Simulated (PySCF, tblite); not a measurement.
# C₃H₁₀AsB: geometry, infrared bands and NMR shifts

Aim: predict the infrared bands and NMR shifts of C₃H₁₀AsB (`B[AsH]C(C)C`).

Computed with tblite 0.8.0 and PySCF 2.14.0, with density-fitted response routines of our own, on a single molecule in the gas phase. Atoms are numbered from 0 throughout.

## Step 1: Starting geometry

15 atoms, charge 0, multiplicity 1; geometry from: force field or distance geometry start.

Bonds of the start (Å): B0–As1 2.05, As1–C2 1.97, C2–C3 1.52, C2–C4 1.53, B0–H5 1.18, B0–H6 1.18, As1–H7 1.57, C2–H8 1.11, C3–H9 1.12, C3–H10 1.11, C3–H11 1.11, C4–H12 1.12, C4–H13 1.12, C4–H14 1.11.

## Step 2: Relaxing the molecule with GFN2-xTB

The job: settings as JSON, then the geometry in Å.

```
{"job": {"kind": "relax", "xc": "GFN2-xTB", "basis": "xTB"}, "charge": 0, "multiplicity": 1}
B      2.514000     0.393000    -0.404600
As     1.167800     0.222200     1.125400
C     -0.350900    -0.228500    -0.039000
C     -1.444100    -0.917600     0.767900
C     -0.909600     1.046700    -0.679800
H      2.572200    -0.449000    -1.229200
H      3.196100     1.354400    -0.481100
H      1.554000    -1.279300     1.363500
H     -0.014800    -0.922000    -0.840300
H     -1.040400    -1.858300     1.226500
H     -2.305100    -1.197900     0.124100
H     -1.806200    -0.267200     1.595700
H     -1.249200     1.766900     0.102200
H     -0.118100     1.531600    -1.306200
H     -1.770000     0.813200    -1.346900
```

The run is started by

```bash
OMP_NUM_THREADS=1 python probes_run.py task.json out
```

This one command runs all jobs of the session in turn.

**Question.** This job is followed by: GFN2-xTB harmonic vibrations, gas phase; GIAO PBE0/pcSseg-1 NMR shielding, non-relativistic, gas phase. Predict these results of the whole session: strongest single infrared mode (GFN2-xTB); zero-point energy (GFN2-xTB); ¹³C shifts against TMS (PBE0/pcSseg-1, means over atoms taken as alike); ¹H shifts against TMS (PBE0/pcSseg-1, means over atoms taken as alike); ¹¹B shifts against BF3·OEt2 (PBE0/pcSseg-1); ⁷⁵As shifts against AsH3 (PBE0/pcSseg-1).

As calculated:

| quantity | value |
| --- | --- |
| strongest single infrared mode (GFN2-xTB) | 1857 cm⁻¹, 726 km/mol |
| zero-point energy (GFN2-xTB) | 74.7 kcal/mol |
| ¹³C shifts against TMS (PBE0/pcSseg-1, means over atoms taken as alike) | 29.9, 25.2 ppm |
| ¹H shifts against TMS (PBE0/pcSseg-1, means over atoms taken as alike) | 10.07, 4.11, 2.79, 1.46 ppm |
| ¹¹B shifts against BF3·OEt2 (PBE0/pcSseg-1) | 106.9 ppm |
| ⁷⁵As shifts against AsH3 (PBE0/pcSseg-1) | 513 ppm |

**Reading.** Relaxing lowered the energy by 0.270 eV in 130 steps; the close pair that moved most is B0–As1, from 2.045 to 1.973 Å. No mode is imaginary among the 39: a minimum at this level. The strongest single mode, at 1857 cm⁻¹, moves mainly H7. Unscaled tight-binding wavenumbers are off by several per cent, some by more. Its intensities can rank the bands wrongly. At PBE0/pcSseg-1: Shielding is most anisotropic at As1 (span 453 ppm, paramagnetic term -1402 ppm). Spin-orbit coupling is left out, which matters for shieldings and couplings at and beside the heavy atoms.
